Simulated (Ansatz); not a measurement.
# C3H8AlGaS: basis-set convergence

The task here is to estimate one member of a computed series from the others.

The runs use Ansatz 0.2.0, Gaussian basis; one geometry, several basis sets.

The runs, in order: PBE0-D4/def2-SVP; ωB97M-V/def2-SVP; PBE0-D4/def2-QZVPP; ωB97M-V/def2-QZVPP; the functionals' def2-TZVPP values are taken from earlier runs.

## The geometry

The geometry comes from an earlier relaxation with PBE0-D4 in a triple-zeta def2 set; it is a stationary point, not always the lowest conformer.

SMILES `C/[C]([GaH2])=C\[S][AlH2]`, 14 atoms, charge 0, spin multiplicity 1.

Atoms are counted from 1 here; the program's logs count them from 0.

Bond lengths: C1–C2 1.498 Å, C1–H7 1.094 Å, C1–H8 1.094 Å, C1–H9 1.109 Å, C2–Ga3 1.953 Å, C2–C4 1.345 Å, Ga3–H10 1.568 Å, Ga3–H11 1.570 Å, C4–S5 1.766 Å, C4–H12 1.087 Å, S5–Al6 2.203 Å, Al6–H13 1.580 Å, Al6–H14 1.582 Å. Angles: C2–C1–H7 112.2°, C2–C1–H8 111.8°, C2–C1–H9 112.6°, H7–C1–H8 106.1°, H7–C1–H9 109.3°, H8–C1–H9 104.3°, C1–C2–Ga3 121.5°, C1–C2–C4 123.7°, Ga3–C2–C4 114.8°, C2–Ga3–H10 117.0°, C2–Ga3–H11 120.4°, H10–Ga3–H11 122.6°, C2–C4–S5 127.8°, C2–C4–H12 119.7°, S5–C4–H12 112.4°, C4–S5–Al6 95.6°, S5–Al6–H13 118.4°, S5–Al6–H14 117.6° and more.

Set-up of the first run:

in.yaml reads:

```yaml
crystal:
  periodic: [false, false, false]
  atoms:
    - {symbol: C, position_ang: [-0.841817, -0.756666, 0.394967]}
    - {symbol: C, position_ang: [0.488258, -0.463756, -0.228152]}
    - {symbol: Ga, position_ang: [2.069308, -1.529662, 0.195256]}
    - {symbol: C, position_ang: [0.695799, 0.526529, -1.114596]}
    - {symbol: S, position_ang: [-0.485923, 1.670512, -1.757151]}
    - {symbol: Al, position_ang: [-1.547849, 1.973254, 0.149044]}
    - {symbol: H, position_ang: [-0.878708, -0.464379, 1.448137]}
    - {symbol: H, position_ang: [-1.076395, -1.824665, 0.367813]}
    - {symbol: H, position_ang: [-1.681773, -0.277926, -0.147654]}
    - {symbol: H, position_ang: [3.409032, -1.129573, -0.514153]}
    - {symbol: H, position_ang: [1.970109, -2.732203, 1.199762]}
    - {symbol: H, position_ang: [1.682548, 0.663311, -1.549054]}
    - {symbol: H, position_ang: [-0.693020, 2.128859, 1.468380]}
    - {symbol: H, position_ang: [-3.109559, 2.216375, 0.087381]}
basis:
  gaussian: {orbitals: def2-SVP}
hamiltonian: {xc: pbe0, dispersion: d4}
output: {orbitals: {seedname: orbitals}}
```

Command:

```console
$ ansatz run in.yaml --threads 2 --pin off --events-out ev --progress --plain --max-ram 22528MiB --backend cpu
```

Steps of the session up to this table: PBE0-D4 in def2-SVP; ωB97M-V in def2-SVP; PBE0-D4 in def2-QZVPP; ωB97M-V in def2-QZVPP.

One table of the session follows, with a row left open; its other results are not shown here.

It belongs to the step «Functionals by basis». 

```
functional       basis  HOMO (eV)  LUMO (eV)
   PBE0-D4    def2-SVP      -6.75      -1.87
   PBE0-D4  def2-TZVPP          ?          ?
   PBE0-D4  def2-QZVPP      -6.79      -1.94
   ωB97M-V    def2-SVP      -8.73      -0.11
   ωB97M-V  def2-TZVPP      -8.81      -0.19
   ωB97M-V  def2-QZVPP      -8.83      -0.30
```

Q: Estimate the row for PBE0-D4, def2-TZVPP from the others.

As computed: HOMO (eV): -6.78; LUMO (eV): -1.91. In the column «HOMO (eV)» it lies between PBE0-D4, def2-QZVPP (-6.79) and PBE0-D4, def2-SVP (-6.75).
